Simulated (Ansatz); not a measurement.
**ClH₂O₂Sc: small, medium and large basis sets**

The task here is to estimate one member of a computed series from the others.

Method: one geometry, several basis sets; program: Ansatz 0.2.0, Gaussian basis.

Plan: PBE0-D4/def2-SVP; ωB97M-V/def2-SVP; PBE0-D4/def2-QZVPP; ωB97M-V/def2-QZVPP; the functionals' def2-TZVPP values are taken from earlier runs.

**Structure used throughout**

All runs share one geometry, relaxed beforehand with PBE0-D4 in a triple-zeta def2 set.

SMILES `[OH][Sc]([OH])[Cl]`, 6 atoms, charge 0, spin multiplicity 1.

Atoms are counted from 1 here; the program's logs count them from 0.

Bond lengths: O1–Sc2 1.848 Å, O1–H5 0.953 Å, Sc2–O3 1.848 Å, Sc2–Cl4 2.325 Å, O3–H6 0.953 Å. Angles: Sc2–O1–H5 172.9°, O1–Sc2–O3 120.4°, O1–Sc2–Cl4 119.8°, O3–Sc2–Cl4 119.8°, Sc2–O3–H6 173.2°.

Coordinates:

```xyz
6

O    -1.6543   -0.2638   -0.0381
Sc    0.1888   -0.3682   -0.1147
O     1.2252    1.1091    0.2819
Cl    1.2095   -2.3692   -0.7133
H    -2.5896   -0.0975    0.0333
H     1.6626    1.9255    0.5047
```

The first run:

The input, in.yaml:

```yaml
crystal:
  periodic: [false, false, false]
  atoms:
    - {symbol: O, position_ang: [-1.654334, -0.263761, -0.038100]}
    - {symbol: Sc, position_ang: [0.188818, -0.368196, -0.114748]}
    - {symbol: O, position_ang: [1.225205, 1.109075, 0.281906]}
    - {symbol: Cl, position_ang: [1.209451, -2.369179, -0.713251]}
    - {symbol: H, position_ang: [-2.589613, -0.097532, 0.033300]}
    - {symbol: H, position_ang: [1.662574, 1.925494, 0.504693]}
basis:
  gaussian: {orbitals: def2-SVP}
hamiltonian: {xc: pbe0, dispersion: d4}
output: {orbitals: {seedname: orbitals}}
```

Steps of the session up to this table: PBE0-D4 in def2-SVP; ωB97M-V in def2-SVP; PBE0-D4 in def2-QZVPP; ωB97M-V in def2-QZVPP.

One table of the session follows, with a row left open; its other results are not shown here.

It belongs to the step «Density functionals: the series». 

| functional | basis | HOMO (eV) | LUMO (eV) |
| --- | --- | --- | --- |
| PBE0-D4 | def2-SVP | -7.98 | -1.72 |
| PBE0-D4 | def2-TZVPP | -8.39 | -1.98 |
| PBE0-D4 | def2-QZVPP | ? | ? |
| ωB97M-V | def2-SVP | -10.20 | -0.12 |
| ωB97M-V | def2-TZVPP | -10.68 | -0.39 |
| ωB97M-V | def2-QZVPP | -10.71 | -0.44 |

Q: Estimate the row for PBE0-D4, def2-QZVPP from the others.

The run gave: HOMO (eV): -8.42; LUMO (eV): -1.99. In the column «HOMO (eV)» it lies between ωB97M-V, def2-SVP (-10.20) and PBE0-D4, def2-TZVPP (-8.39).
